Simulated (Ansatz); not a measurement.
# TiO+ (quartet): wave-function methods side by side, def2-QZVPP

An exercise on one series of results from a longer session: the logs are not shown, and one member is left open.

The runs use Ansatz 0.2.0, Gaussian basis; def2-QZVPP, core rule «outside noble gas», up to 10 orbitals frozen.

Plan: UHF; ROHF; CCSD(T) on UHF.

## What is computed

The geometry is a PBE0/def2-TZVP stationary point (not a proven minimum).

2 atoms, charge 1, spin multiplicity 4.

Atoms are counted from 1 here; the program's logs count them from 0.

Bond lengths: Ti1–O2 1.842 Å.

Set-up of the first run:

The input, in.yaml:

```yaml
crystal:
  periodic: [false, false, false]
  atoms:
    - {symbol: Ti, position_ang: [0.000000, 0.000000, 0.000000]}
    - {symbol: O, position_ang: [0.000000, 0.000000, 1.841600]}
basis:
  gaussian: {orbitals: "def2-QZVPP.json"}
total_charge: 1
magnetization: {spin_polarized: true, initial_magnetization: 3}
hamiltonian: {xc: hf}
output: {orbitals: {seedname: orbitals}}
```

Started as:

```console
$ ansatz run in.yaml --threads 1 --pin off --events-out ev --progress --plain --max-ram 4096MiB --backend cpu
```

Steps of the session up to this table: UHF; ROHF; CCSD(T) on UHF.

One of the session's tables, all rows but one given; the rest of the session is left out.

It belongs to the step «Misses and costs». 

| method | from UCCSD(T) (meV) |
| --- | --- |
| ROHF | +7513.1 |
| UHF | +7259.2 |
| UMP2 | ? |
| UCCSD | +300.5 |
| UCCSD(T) | 0 |

Estimate the missing values for UMP2.

As computed: from UCCSD(T) (meV): +637.6. In the column «from UCCSD(T) (meV)» it lies between UCCSD (+300.5) and UHF (+7259.2).
